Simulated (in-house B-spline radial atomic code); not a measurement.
**Ni⁵⁺: density, ELF and screening along the radius**

Aim: the shell structure of Ni⁵⁺ in the radial density, the electron localisation function and the screened nuclear charge, under several settings.

Method: several methods, spin-polarised, as named in each step; spherical all-electron atom at the radial basis limit. Code: in-house B-spline radial atomic code version 1.

### 1 What is computed

| Quantity | Value |
| --- | --- |
| element | nickel (Z = 28) |
| charge | +5 |
| electrons | 23 |
| configuration | [Ar] 3d5 |
| nucleus | point (non-relativistic runs) or finite (X2C runs) |

Outer shells as boxes (Hund's rule):

[Ar] 3d5
```
[Ar] core
3d [↑ ][↑ ][↑ ][↑ ][↑ ]
```

Where spins are not typed, each open shell is filled with up spins first.

### 2 ωB97X, non-rel.

The run's settings:

```ini
Z = 28
electrons = 23.0
configuration = [Ar] 3d5
hamiltonian = nr
method = wb97x
spin_polarised = True
```

Run with:

```bash
> python run_scf.py task.json out
```

The settings of every run stand in task.json; they run in order.

Main fields of the result record, rounded:

```text
status: converged
scf [iteration, energy, orbital gradient]:
  - [1, -1482.5900913, 0.944]
  - [2, -1496.03308118, 0.62]
  - [3, -1500.76743773, 0.16]
  - [4, -1501.19635348, 0.0472]
  - [5, -1501.21996485, 0.0253]
  - [6, -1501.22846921, 0.00187]
  - [7, -1501.22847975, 8.33e-05]
  - [8, -1501.22847983, 1.7e-05]
  - [9, -1501.22847984, 1.39e-06]
  - [10, -1501.22847984, 8.17e-08]
energy [hartree]: {"total": -1501.22847984, "kinetic": 1500.37393315, "nuclear": -3507.36526181, "coulomb": 566.469860202, "exact_exchange": -12.6416170015, "xc": -48.0653943795}
orbitals [hartree, bohr; first row names the columns]:
  - ["name", "occ", "eps", "<r>", "<r^2>", "<1/r>", "r_max", "density_at_nucleus", "spin_orbit_zeta"]
  - ["1s up", 1.0, -303.11669, 0.054826, 0.0040291, 27.515, 0.036141, 6754.5, "-"]
  - ["1s down", 1.0, -303.11678, 0.054825, 0.004029, 27.516, 0.036141, 6754.6, "-"]
  - ["2s up", 1.0, -39.391472, 0.24829, 0.07268, 5.9492, 0.20759, 626.74, "-"]
  - ["2s down", 1.0, -39.243944, 0.24759, 0.072238, 5.9665, 0.20728, 630.39, "-"]
  - ["2p up", 3.0, -34.794369, 0.21689, 0.057675, 5.9016, 0.16632, "-", 0.41262]
  - ["2p down", 3.0, -34.677357, 0.2161, 0.057202, 5.9178, 0.16607, "-", 0.41506]
  - ["3s up", 1.0, -7.5593426, 0.72624, 0.60498, 1.9466, 0.64019, 97.496, "-"]
  - ["3s down", 1.0, -7.2656948, 0.73212, 0.61515, 1.9248, 0.64206, 94.745, "-"]
  - ["3p up", 3.0, -6.1268175, 0.74398, 0.64529, 1.8396, 0.63954, "-", 0.057013]
  - ["3p down", 3.0, -5.8115225, 0.75279, 0.66131, 1.8133, 0.6426, "-", 0.054906]
  - ["3d up", 5.0, -3.7149893, 0.78004, 0.74022, 1.6056, 0.59004, "-", 0.0047789]
sum_r [bohr^k]: {"-1": 125.263, "1": 11.7534, "2": 9.338635}
density_at_nucleus [bohr^-3]: 14958.49
spin_density_at_nucleus [bohr^-3]: -0.968956
mass_velocity [hartree]: -47.01373
darwin [hartree]: 35.03453
radius_at_0.001 [bohr]: 2.244
radius_enclosing_fraction [bohr]: {"0.5": 0.4469, "0.9": 1.029, "0.99": 1.597}
slater [hartree]:
  F0(3p up,3p up): 1.2121
  F2(3p up,3p up): 0.61113
  F0(3p up,3p down): 1.2051
  F2(3p up,3p down): 0.60771
  F0(3p up,3d up): 1.1858
  F2(3p up,3d up): 0.5754
  G1(3p up,3d up): 0.69997
  G3(3p up,3d up): 0.43419
  F0(3p down,3p down): 1.1983
  F2(3p down,3p down): 0.60441
  F0(3p down,3d up): 1.1792
  F2(3p down,3d up): 0.57231
  F0(3d up,3d up): 1.1704
  F2(3d up,3d up): 0.56531
  F4(3d up,3d up): 0.3567
```

Wall time 0.22 s (1 thread, shared host).

radius_at_0.001 is where the density falls to 0.001 electrons per bohr³.

The record's radial tables, every 2nd point:

```csv
r (bohr),4πr²n (1/bohr),ELF,screened charge r·V (e),reduced gradient s,4πr²(n↑−n↓)
0.00587,4.662,0.9996,27.27,0.4095,-0.0003011
0.00834,8.197,0.9994,26.97,0.4283,-0.0005278
0.0118,13.53,0.9990,26.56,0.4556,-0.0008660
0.0168,20.77,0.9978,25.99,0.4971,-0.001313
0.0239,28.41,0.9935,25.23,0.5595,-0.001748
0.0339,33.31,0.9717,24.27,0.6490,-0.001858
0.0482,32.52,0.8292,23.06,0.7514,-0.0007215
0.0685,27.90,0.4059,21.57,0.7267,0.006548
0.0973,27.85,0.3104,19.73,0.4109,0.04657
0.138,35.42,0.6499,17.55,0.3020,0.2266
0.196,37.20,0.8178,15.15,0.4840,0.8517
0.279,24.23,0.5401,12.76,0.7519,2.396
0.396,15.52,0.2043,10.39,0.4257,4.809
0.563,19.12,0.6858,7.993,0.2639,6.428
0.799,15.89,0.8041,6.127,0.5847,5.262
1.14,5.855,0.5714,5.236,1.200,2.357
1.61,0.9218,0.1114,5.025,2.890,0.5241
2.29,0.05226,0.003572,5.001,8.784,0.04157
```

### 3 revTPSS, non-rel.

The run's settings:

```ini
Z = 28
electrons = 23.0
configuration = [Ar] 3d5
hamiltonian = nr
method = revtpss,revtpss
spin_polarised = True
```

From the record:

```text
status: converged
iterations: 8
energy [hartree]: {"total": -1500.76725241, "kinetic": 1499.79487395, "nuclear": -3506.22213105, "coulomb": 565.86206035, "xc": -60.2020556603}
orbitals [hartree, bohr; first row names the columns]:
  - ["name", "occ", "eps", "<r>"]
  - ["1s up", 1.0, -302.42246, 0.054792]
  - ["1s down", 1.0, -302.42184, 0.054791]
  - ["2s up", 1.0, -38.941311, 0.24819]
  - ["2s down", 1.0, -38.826376, 0.24756]
  - ["2p up", 3.0, -34.333891, 0.21699]
  - ["2p down", 3.0, -34.236731, 0.21636]
  - ["3s up", 1.0, -7.3001324, 0.72664]
  - ["3s down", 1.0, -7.0329969, 0.73119]
  - ["3p up", 3.0, -5.8740883, 0.74523]
  - ["3p down", 3.0, -5.6002768, 0.75265]
  - ["3d up", 5.0, -3.5016815, 0.78451]
sum_r [bohr^k]: {"-1": 125.2222, "1": 11.77941, "2": 9.399734}
```

Run time: 0.1 s. Hardware: 1 thread, shared host.

Meta-GGA runs start from a PBE run whose iterations are not counted.

The record's radial tables, every 4th point:

```csv
r (bohr),4πr²n (1/bohr),ELF,screened charge r·V (e),reduced gradient s,4πr²(n↑−n↓)
0.00588,4.677,0.9996,27.27,0.4094,-0.0004886
0.0119,13.69,0.9990,26.55,0.4562,-0.001417
0.0240,28.51,0.9935,25.23,0.5604,-0.002854
0.0484,32.47,0.8263,23.05,0.7532,-0.002163
0.0976,27.85,0.3108,19.72,0.4076,0.04301
0.197,37.08,0.8183,15.12,0.4882,0.8619
0.398,15.48,0.2053,10.37,0.4164,4.802
0.803,15.72,0.8030,6.118,0.5905,5.193
1.62,0.9142,0.1081,5.026,2.828,0.5304
```

### 4 LDA (VWN5), X2C

The run's settings:

```ini
Z = 28
electrons = 23.0
configuration = [Ar] 3d5
hamiltonian = x2c
method = lda,vwn
spin_polarised = True
nucleus = fermi
rms_radius = 3.7757
mass_number = 58
atomic_mass = 57.93534165
speed_of_light = 137.035999084
```

From the record:

```text
status: converged
iterations: 9
energy [hartree]: {"total": -1510.63082039, "kinetic": 1534.43854456, "nuclear": -3556.53157708, "coulomb": 569.919676466, "xc": -58.4574643391}
orbitals [hartree, bohr; first row names the columns]:
  - ["name", "occ", "eps", "<r>"]
  - ["1s up", 1.0, -304.19817, 0.053844]
  - ["1s down", 1.0, -304.19667, 0.053843]
  - ["2s up", 1.0, -39.426461, 0.24542]
  - ["2s down", 1.0, -39.283903, 0.24491]
  - ["2p up", 3.0, -34.425587, 0.21572]
  - ["2p down", 3.0, -34.315876, 0.21514]
  - ["3s up", 1.0, -7.3392192, 0.7199]
  - ["3s down", 1.0, -7.0849777, 0.72438]
  - ["3p up", 3.0, -5.8687041, 0.74236]
  - ["3p down", 3.0, -5.619541, 0.74914]
  - ["3d up", 5.0, -3.4948361, 0.78693]
sum_r [bohr^k]: {"-1": 127.9859, "1": 11.74402, "2": 9.376731}
```

Run time: 0.12 s. Hardware: 1 thread, shared host.

Fields along the radius, from the same record (one point in 4):

```csv
r (bohr),4πr²n (1/bohr),ELF,screened charge r·V (e),reduced gradient s,4πr²(n↑−n↓)
0.00588,5.505,0.9996,27.25,0.5177,-0.0004918
0.0119,15.00,0.9989,26.52,0.5035,-0.001330
0.0240,29.53,0.9928,25.19,0.5830,-0.002595
0.0484,32.42,0.8077,23.01,0.7621,-0.002378
0.0978,28.24,0.3220,19.66,0.3962,0.04253
0.197,37.02,0.8175,15.09,0.4958,0.8677
0.399,15.57,0.2123,10.33,0.4023,4.813
0.805,15.51,0.7998,6.106,0.5973,5.135
1.63,0.8917,0.1043,5.026,2.839,0.5315
```

### 5 PBE, X2C

Changes to the settings of step 4:

```diff
@@ -4,3 +4,3 @@
 hamiltonian = x2c
-method = lda,vwn
+method = pbe,pbe
 spin_polarised = True
```

From the record:

```text
status: converged
iterations: 9
energy [hartree]: {"total": -1513.2090882, "kinetic": 1537.79240248, "nuclear": -3560.10980869, "coulomb": 570.195865639, "xc": -61.0875476291}
orbitals [hartree, bohr; first row names the columns]:
  - ["name", "occ", "eps", "<r>"]
  - ["1s up", 1.0, -304.83265, 0.053756]
  - ["1s down", 1.0, -304.83306, 0.053756]
  - ["2s up", 1.0, -39.494723, 0.24492]
  - ["2s down", 1.0, -39.359931, 0.24435]
  - ["2p up", 3.0, -34.437858, 0.2155]
  - ["2p down", 3.0, -34.336444, 0.21488]
  - ["3s up", 1.0, -7.3637522, 0.71852]
  - ["3s down", 1.0, -7.0987398, 0.72284]
  - ["3p up", 3.0, -5.8766595, 0.74168]
  - ["3p down", 3.0, -5.6159808, 0.74843]
  - ["3d up", 5.0, -3.487903, 0.78772]
sum_r [bohr^k]: {"-1": 128.1183, "1": 11.73823, "2": 9.366538}
```

Wall time 0.12 s (1 thread, shared host).

The record's radial tables, every 4th point:

```csv
r (bohr),4πr²n (1/bohr),ELF,screened charge r·V (e),reduced gradient s,4πr²(n↑−n↓)
0.00588,5.531,0.9996,27.25,0.5180,-0.0005112
0.0119,15.06,0.9989,26.52,0.5037,-0.001382
0.0240,29.61,0.9929,25.19,0.5835,-0.002692
0.0485,32.40,0.8053,23.00,0.7639,-0.002549
0.0978,28.22,0.3214,19.66,0.3948,0.04107
0.198,36.97,0.8182,15.05,0.5002,0.8734
0.399,15.49,0.2101,10.33,0.4004,4.781
0.806,15.53,0.7999,6.097,0.6001,5.152
1.63,0.8848,0.1026,5.026,2.833,0.5287
```

### 6 Results

| run | total energy (hartree) | highest level (eV) | radius holding 50 / 90 / 99 % (bohr) | radius at n = 0.001 (bohr) | ELF minima on the full grid (bohr) |
| --- | --- | --- | --- | --- | --- |
| ωB97X, non-rel. | -1501.2285 | -101.09 | 0.447 / 1.03 / 1.60 | 2.24 | 0.082, 0.40 |
| revTPSS, non-rel. | -1500.7673 | -95.286 | 0.447 / 1.03 / 1.61 | 2.26 | 0.082, 0.40 |
| LDA (VWN5), X2C | -1510.6308 | -95.099 | 0.445 / 1.03 / 1.62 | 2.27 | 0.082, 0.40 |
| PBE, X2C | -1513.2091 | -94.911 | 0.445 / 1.03 / 1.62 | 2.27 | 0.082, 0.40 |

**Reading.** In the first run ELF has 2 minima on the grid, which mark the borders between shells. On the record's full grid the screened charge (r times the electrostatic potential) falls from 27.9 near the nucleus to 5.00 at 2.7 bohr; far out it tends to the net charge, 5. The grid is coarse (about 19 % a step), so the places of minima are rough. For X2C runs ELF uses the non-relativistic kinetic energy density, and the fields carry no picture-change correction.
